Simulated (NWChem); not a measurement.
# GaCl (SMILES [Cl][Ga]), run twice

Aim: a structure relaxation of GaCl at PBEsol/6-311+G**/LANL2DZ (core potential).

The results are computed with NWChem 7.3.0.

## 1. The molecule

GaCl: 2 atoms, total charge 0, spin state singlet. SMILES: `[Cl][Ga]`. Geometry: a GFN2-xTB relaxation, a rough one for these elements and not checked as a minimum. The run starts from this shape.

Bond lengths: Cl1–Ga2 2.169 Å.

## 2. Try one

File mol.nw:

```
start mol
title "ClGa optimise"
memory 2200 mb
charge 0

geometry
 Cl    0.000000    0.000000    0.000000
 Ga    0.000000    0.000000    2.168600
end

basis "ao basis" spherical bse
 * library 6-311+G** except Ga
 Ga library LANL2DZ
end

ecp bse
 Ga library LANL2DZ
end

dft
 xc gga_x_pbe_sol gga_c_pbe_sol
 grid xfine
 direct
 iterations 100
 mulliken
 print low
end

driver
 loose
 maxiter 30
end

freq
 temp 1 600

task dft optimize
task dft frequencies
```

On the command line:

```sh
$ nwchem mol.nw > mol.out
```

Standard output:

```text
Northwest Computational Chemistry Package (NWChem) 7.3.0
             --------------------------------------------------------

           Job information
           ---------------

    nwchem branch   = 7.3.0
    use scalapack   = T
    input           = mol.nw
    prefix          = mol.
    data base       = ./mol.db
    status          = startup
    nproc           =        1

           Memory information
           ------------------

    heap     =     72089596 doubles =      550.0 Mbytes
    stack    =     72089601 doubles =      550.0 Mbytes
    global   =    144179200 doubles =     1100.0 Mbytes (distinct from heap & stack)
    total    =    288358397 doubles =     2200.0 Mbytes
    verify   = yes
    hardfail = no

           Directory information
           ---------------------

  0 permanent = .
  0 scratch   = .

                                NWChem Input Module
                                -------------------

                                   ClGa optimise
                                   -------------

 Scaling coordinates for geometry "geometry" by  1.889725989
 (inverse scale =  0.529177249)

 ORDER OF PRIMARY AXIS IS BEING SET TO 4
 C4V symmetry detected

[... 24 lines left out ...]
            Nuclear Dipole moment (a.u.)
[... 50 lines left out ...]
                 ECP       "ecp basis" -> "" (cartesian)
                -----
  Ga (Gallium) Replaces    28 electrons
  -------------------------------------
             Channel    R-exponent     Exponent     Coefficients
         ------------ ---------------------------------------------------------
  1 U L       Both         1.00      260.905118     -28.000000
  1 U L       Both         2.00       50.424456    -161.624863
  1 U L       Both         2.00       10.719552     -49.265975
[... 19 lines of this table left out ...]
  4 U-d       Both         2.00        0.555093       0.960112

 frequency or vib input block format is:
 {freq || vib}
   reuse [<string> hessian_filename]
   mass <integer> lexical_index  <real> new_mass
   mass <string>  tag_identifier <real> new_mass
   animate [<real> step_size_for_animation <default 0.15au>]
 end

 NOTE: you must use a separate line for EACH redefined mass
 unrecognized keywordtask
 ------------------------------------------------------------------------
 freq_vib_input: fatal parsing error                 911
 ------------------------------------------------------------------------
 ------------------------------------------------------------------------
  current input line :
    37: task dft optimize
 ------------------------------------------------------------------------
 ------------------------------------------------------------------------
 There is an error in the input file
 ------------------------------------------------------------------------

0:freq_vib_input: fatal parsing error:Received an Error in Communication
  Errorcode: 911
```

It took 0.56 s on 1 thread of Intel Xeon 6975P-C (Granite Rapids), shared host; peak memory 0.075 GiB.

## 3. Diagnosis

The job stopped with an error part of the way.

The log says `freq_vib_input: fatal parsing error                 911`. The fault: a section of the input isn't closed.

## 4. Second attempt

File mol.nw:

```
start mol
title "ClGa optimise"
memory total 2200 mb
geometry
  Cl    0.000000    0.000000    0.000000
  Ga    0.000000    0.000000    2.168600
end
basis spherical bse
  * library 6-311+G** except Ga
  Ga library LANL2DZ
end
ecp bse
  Ga library LANL2DZ
end
dft
  xc gga_x_pbe_sol gga_c_pbe_sol
  grid xfine
  direct
  maxiter 150
  mulliken
  print low
end
driver
  loose
  maxiter 60
end
freq
  temp 1 600
end
task dft optimize
task dft frequencies
```

On the command line:

```sh
$ nwchem mol.nw > mol.out
```

Standard output (excerpt; [...] marks lines left out):

```text
[...]
 Group name             C4v
[...]
 d= 0,ls=0.0,diis     1   -461.4047175975 -4.74D+02  3.32D-02  1.08D+00     0.2
[...]
         Total DFT energy =     -461.443954344855
[...]
@    0    -461.44395434  0.0D+00  0.02203  0.02203  0.00000  0.00000      1.0
[...]
         Total DFT energy =     -461.444939691524
[...]
         Total DFT energy =     -461.445912655826
[...]
@    1    -461.44591266 -2.0D-03  0.00261  0.00261  0.04797  0.08309      2.3
[...]
         Total DFT energy =     -461.445946685647
[...]
         Total DFT energy =     -461.445947783782
[...]
                         DFT ENERGY GRADIENTS
    atom               coordinates                        gradient
                 x          y          z           x          y          z
   1 Cl      0.000000   0.000000  -2.743197    0.000000   0.000000   0.000027
   2 Ga      0.000000   0.000000   1.547930    0.000000   0.000000  -0.000027
[...]
@    2    -461.44594778 -3.5D-05  0.00003  0.00003  0.00776  0.01344      3.3
[...]
      Optimization converged
[...]
@    2    -461.44594778 -3.5D-05  0.00003  0.00003  0.00776  0.01344      3.3
[...]
 d= 0,ls=0.0,diis     2   -461.4459478649 -3.98D-13  2.85D-07  1.44D-10     4.0
         Total DFT energy =     -461.445947864927
      One electron energy =     -662.409392150773
           Coulomb energy =      217.083243626316
    Exchange-Corr. energy =      -28.004789289510
 Nuclear repulsion energy =       11.884989949040
[...]
      Total Density - Mulliken Population Analysis
     ---------------------------------------------
[...]
 Normal Eigenvalue ||           Projected Infra Red Intensities
  Mode   [cm**-1]  || [atomic units] [(debye/angs)**2] [(KM/mol)] [arbitrary]
 ------ ---------- || -------------- ----------------- ---------- -----------
    1        0.000 ||    0.001999           0.046         1.949       1.340
    2        0.000 ||    0.001999           0.046         1.949       1.340
    3        0.000 ||    0.001014           0.023         0.989       0.680
    4        0.000 ||    0.001014           0.023         0.989       0.680
    5        0.000 ||    0.000000           0.000         0.000       0.000
    6      326.108 ||    0.083480           1.926        81.380      55.960
 ----------------------------------------------------------------------------
[...]
```

Run time: 14 s. Hardware: 1 thread of Intel Xeon 6975P-C (Granite Rapids), shared host; peak memory 0.14 GiB.

The path in brief:

```csv
step,energy from the first frame kept (eV)
0,0.0000
1,-0.0533
2,-0.0542
```

After the run. Bond lengths: Cl1–Ga2 2.271 Å.

## 5. What came out

Level: PBEsol/6-311+G**/LANL2DZ (core potential).

```
                                              quantity             value
                               total energy at the end     -461.44595 Eh
                                           bond length           2.271 Å
                                   harmonic wavenumber          326 cm⁻¹
                                     zero-point energy        2.0 kJ/mol
ideal-gas entropy at 600 K (symmetry number 1 as used)  63.7 cal/(mol K)
```

**Reading.** The one mode is real, so the shape is a minimum at this level. The optimisation took 3 steps and changed the energy by -0.054 eV.
